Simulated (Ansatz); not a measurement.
Wanted: the native input for an Ansatz 0.2.0 run.

```
Task                                : band structure
Functional                          : r2SCAN
Potentials or basis                 : Ansatz PAW
Cutoff                              : 500 eV (not typed: the program's choice for these potentials)
k mesh                              : 4 × 4 × 3
Occupations                         : fermi-dirac, width 0.05 eV
Spin                                : non-collinear spin, ferromagnetic start, spin-orbit coupling
Path                                : [["X", "G", "Y"], ["L", "G", "Z"], ["N", "G", "M"], ["R", "G"]]
Points for each segment of the path : 10
```

Crystal: Ta4NiO11.

```
Ta Ni O
1.0
     5.29285   -0.00032   -0.02518
    -0.04190    5.33569    0.02340
    -0.47620   -0.07999    7.89609
Ta Ni O
4 1 11
Cartesian
  2.4998 2.4322 4.0913
  2.4499 2.7580 7.7432
  -0.1603 5.2326 4.0465
  0.2511 0.1312 0.1327
  0.1937 3.0731 2.1358
  4.9657 4.9873 1.8841
  0.8952 1.4768 3.3959
  1.3848 3.8364 0.4952
  1.7661 1.2679 0.2878
  1.3730 3.9832 3.6322
  2.2760 2.3333 5.9192
  3.4959 0.8322 3.8340
  3.3969 4.3723 7.4281
  4.4611 1.9408 0.6105
  4.0802 3.4598 3.7520
  0.0524 0.0063 5.8951
```

The cell was built by a generator and needn't be a form met in nature.

The input as run:

input.yaml

```yaml
crystal:
  lattice:
    - [5.29285, -0.00032, -0.02518]
    - [-0.0419, 5.33569, 0.0234]
    - [-0.4762, -0.07999, 7.89609]
  atoms:
    - { symbol: Ta, position: [0.52261, 0.46364, 0.51843] }
    - { symbol: Ta, position: [0.55532, 0.53163, 0.98083] }
    - { symbol: Ta, position: [0.02338, 0.98832, 0.50961] }
    - { symbol: Ta, position: [0.04916, 0.02484, 0.01689] }
    - { symbol: Ni, position: [0.06538, 0.57998, 0.26898], spin: 0.999, spin_axis: [0.577, 0.577, 0.577] }
    - { symbol: O, position: [0.96711, 0.93834, 0.23892] }
    - { symbol: O, position: [0.21005, 0.28324, 0.4299] }
    - { symbol: O, position: [0.27287, 0.71995, 0.06145] }
    - { symbol: O, position: [0.33888, 0.2382, 0.03682] }
    - { symbol: O, position: [0.30665, 0.75341, 0.45874] }
    - { symbol: O, position: [0.50103, 0.44858, 0.74991] }
    - { symbol: O, position: [0.70564, 0.16332, 0.48732] }
    - { symbol: O, position: [0.73302, 0.83358, 0.9406] }
    - { symbol: O, position: [0.85284, 0.36497, 0.07896] }
    - { symbol: O, position: [0.81889, 0.65561, 0.47584] }
    - { symbol: O, position: [0.07718, 0.01239, 0.7468] }
hamiltonian:
  xc: r2scan
  pseudopotentials: { kind: paw_fr }
magnetization:
  noncollinear: true
  spin_orbit: true
kpoints:
  mp_grid: { grid: [4, 4, 3] }
  band_path:
    path:
      - [[0.0, 0.5, 0.0], [0.0, 0.0, 0.0], [0.0, 0.0, -0.5]]
      - [[0.0, 0.5, -0.5], [0.0, 0.0, 0.0], [-0.5, 0.0, 0.5]]
      - [[-0.5, 0.5, 0.5], [0.0, 0.0, 0.0], [-0.5, 0.0, 0.0]]
      - [[-0.5, 0.5, 0.0], [0.0, 0.0, 0.0]]
    npoints: 10
scf:
  occupations: { method: fermi_dirac, width: 0.05 }
  n_extra_bands: 40
output:
  forces: true
  stress: true
  eigenvalues: true
  fatbands: true
```

Potentials or basis: Ansatz PAW.

Command:

```console
$ ansatz run input.yaml --threads 8 --pin off --max-ram 20480MiB --backend cpu --events-out ev --progress --plain --runs-dir out
```

Results of the run:

```json
{
  "Pressure": "-5.1 GPa",
  "Largest force": "0.298 eV/Å",
  "Band gap on the k mesh": "2.61 eV, indirect (least direct gap 2.71 eV)",
  "Band gap along the path": "2.60 eV, indirect (least direct gap 2.70 eV)",
  "Net moment": "2.00 μB per cell",
  "Absolute moment": "2.10 μB per cell"
}
```

Caveat: the magnetic or orbital state may not be the lowest; a cell with one magnetic atom can't hold antiferromagnetic order, which such compounds often take; the PAW data sets come from PBE, with cores solved anew for the run's functional, which leaves a small shift of forces and pressure.

It took 11 min on 8 threads of Arm Neoverse V2, with other jobs on the host, peak memory 8.7 GiB.
